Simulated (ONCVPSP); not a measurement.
# Pseudopotential generation for silicon: ONCV, PBEsol

Task: generate the file, and judge it by its errors in other configurations, its logarithmic derivatives, its ghosts and its cutoff.

The numbers are computed with ONCVPSP 4.0.1 (PBEsol, non-relativistic, spin-unpolarised reference atom).

### 1 The atom and the settings

The settings as typed:

```json
{
  "element": "silicon (Si, Z = 14)",
  "type": "optimised norm-conserving Vanderbilt (ONCV)",
  "frozen core": "[Ne]",
  "valence charge": "4",
  "reference configuration": "3s2 3p2",
  "partial waves": "3s: rc 1.80 bohr, ncon 3, nbas 6, qcut 3.5 1/bohr, 2 projectors, debl 1.4 Ha; 3p: rc 2.10 bohr, ncon 3, nbas 8, qcut 3.3 1/bohr, 2 projectors, debl 1.6 Ha; d scattering state at 0.16 Ha: rc 1.95 bohr, ncon 3, nbas 6, qcut 5.7 1/bohr, 3 projectors, debl 3.5 Ha",
  "local potential": "polynomial inside 1.75 bohr (lpopt 5, dvloc0 -1 Ha)",
  "core correction": "Teter function, fcfact 2.75, rcfact 1.65"
}
```

The outer shells as boxes (Hund's rule for the drawing; the calculation is spin-unpolarised):

```
[Ne] core
3s [↑↓]
3p [↑ ][↑ ][  ]
```

The nodes and maxima of the atom's own shells, from an earlier all-electron run, set the scale for the radii.

All-electron outer shells of the reference configuration (PBEsol, non-relativistic, ld1.x):

```json
{"shell": "2s", "level (eV)": "-138.47", "outermost node (bohr)": "0.15", "outermost maximum (bohr)": "0.45"}
{"shell": "2p", "level (eV)": "-95.46", "outermost node (bohr)": "–", "outermost maximum (bohr)": "0.39"}
{"shell": "3s", "level (eV)": "-10.72", "outermost node (bohr)": "0.72", "outermost maximum (bohr)": "1.80"}
{"shell": "3p", "level (eV)": "-4.07", "outermost node (bohr)": "0.72", "outermost maximum (bohr)": "2.17"}
```

### 2 Generating the potential

Contents of Si.dat:

```
# ATOM AND REFERENCE CONFIGURATION
# atsym  z   nc   nv     iexc    psfile
  Si 14.00    3    2  -116133      upf
#
#   n    l    f
    1    0    2.00
    2    0    2.00
    2    1    6.00
    3    0    2.00
    3    1    2.00
#
# PSEUDOPOTENTIAL AND OPTIMIZATION
# lmax
    2
#
#   l,   rc,      ep,       ncon, nbas, qcut
    0    1.80    0.00    3    6    3.50
    1    2.10    0.00    3    8    3.30
    2    1.95    0.16    3    6    5.70
#
# LOCAL POTENTIAL
# lloc, lpopt,  rc(5),   dvloc0
    4    5    1.75   -1.00
#
# VANDERBILT-KLEINMAN-BYLANDER PROJECTORs
# l, nproj, debl
    0    2    1.40
    1    2    1.60
    2    3    3.50
#
# MODEL CORE CHARGE
# icmod, fcfact, rcfact
    3    2.75    1.65
#
# LOG DERIVATIVE ANALYSIS
# epsh1, epsh2, depsh
   -2.00    5.00    0.02
#
# OUTPUT GRID
# rlmax, drl
    6.00    0.01
#
# TEST CONFIGURATIONS
# ncnf
    4
# nvcnf
#   n    l    f
    2
    3    0    2.00
    3    1    1.00
#
    2
    3    0    2.00
    3    1    0.00
#
    2
    3    0    1.00
    3    1    0.00
#
    2
    3    0    1.00
    3    1    3.00
#
```

Run with:

```bash
$ oncvpspnr.x < Si.dat > Si.out
```

Before running it: what results should come out? Wanted: cutoffs for 1 and 0.1 mHa per electron, occupied waves; bound ghosts; GHOST(+) flags; largest test error; largest phase difference near zero energy, channels read; rms error of d²Exc/dn², without and with the model core.

**Answer**, as computed:

```
                                                quantity                  value
  cutoffs for 1 and 0.1 mHa per electron, occupied waves       7.7 Ha and 26 Ha
                                            bound ghosts             none found
                                          GHOST(+) flags     none at low energy
                            largest test error (AE − PS)  -143 meV, for 3s1 3p0
largest phase difference near zero energy, channels read              0.000 rad
 rms error of d²Exc/dn², without and with the model core      1.72 and 2.17 mHa
```

By total energies transferability is fair for so large an energy: the largest error is 143 meV on 57.5 eV, for 3s1 3p0. That test lies far up in energy; among those under 40 eV, nearer to bonding, the largest error is 5.4 meV. The potential is soft on the atom at that tolerance: the looser tolerance needs 7.7 Ha. The tighter tolerance needs 26 Ha, and converged work needs a cutoff nearer that. At the looser tolerance the 3s wave is the slowest; 3p needs 3 Ha. That counts occupied waves only; other projectors can need more. No bound ghost shows below the valence levels. Near zero energy the phases of the channels with partial waves agree within 0.001 rad.
